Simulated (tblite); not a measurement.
# C4H12O2Si2: the cost of one run

The runs use tblite 0.8.0 and PySCF 2.14.0, with density-fitted response routines of our own; the level of theory stands in each step. All values are computed, except where a source is named. Atoms count from 0, in the outputs and in this text.

## Step 1: Starting geometry

20 atoms, charge 0, multiplicity 1; geometry from: force field or distance geometry start.

Bonds of the start (Å): Si0–C1 1.88, C1–Si2 1.83, Si2–O3 1.71, O3–C4 1.39, C4–C5 1.48, C5–C6 1.49, C6–O7 1.41, O7–Si2 1.72, Si0–H8 1.48, Si0–H9 1.47, Si0–H10 1.47, C1–H11 1.12, C1–H12 1.09, Si2–H13 1.48, C4–H14 1.11, C4–H15 1.12, C5–H16 1.11, C5–H17 1.10, C6–H18 1.11, C6–H19 1.12.

## Step 2: Geometry optimisation with GFN2-xTB

The job: settings as JSON, then the geometry in Å.

```
{"job": {"kind": "relax", "xc": "GFN2-xTB", "basis": "xTB"}, "charge": 0, "multiplicity": 1}
Si     2.941000    -0.468100     0.443500
C      2.027700     0.832400    -0.562400
Si     0.241100     0.940900    -0.167900
O     -0.795900     0.511300    -1.459200
C     -1.580000    -0.603400    -1.205100
C     -2.264600    -0.656300     0.104700
C     -1.647100     0.148500     1.201500
O     -0.246300    -0.013700     1.178700
H      4.378600    -0.158600     0.303500
H      2.716100    -1.809200    -0.103900
H      2.620000    -0.397100     1.876500
H      2.474000     1.821500    -0.301400
H      2.209400     0.589700    -1.605100
H     -0.135400     2.330600     0.192500
H     -1.045200    -1.558600    -1.391200
H     -2.390700    -0.584100    -1.975400
H     -2.290000    -1.710500     0.441300
H     -3.306000    -0.323100    -0.017600
H     -1.854800     1.224500     1.004000
H     -2.057000    -0.106100     2.214000
```

Command:

```console
$ OMP_NUM_THREADS=1 python probes_run.py task.json out
```

This one command runs all jobs of the session in turn.

Q: Estimate the wall time and peak memory of this first job on 1 thread of Arm Neoverse N1, shared host.

About 3.1 s, with a peak of 0.18 GiB.
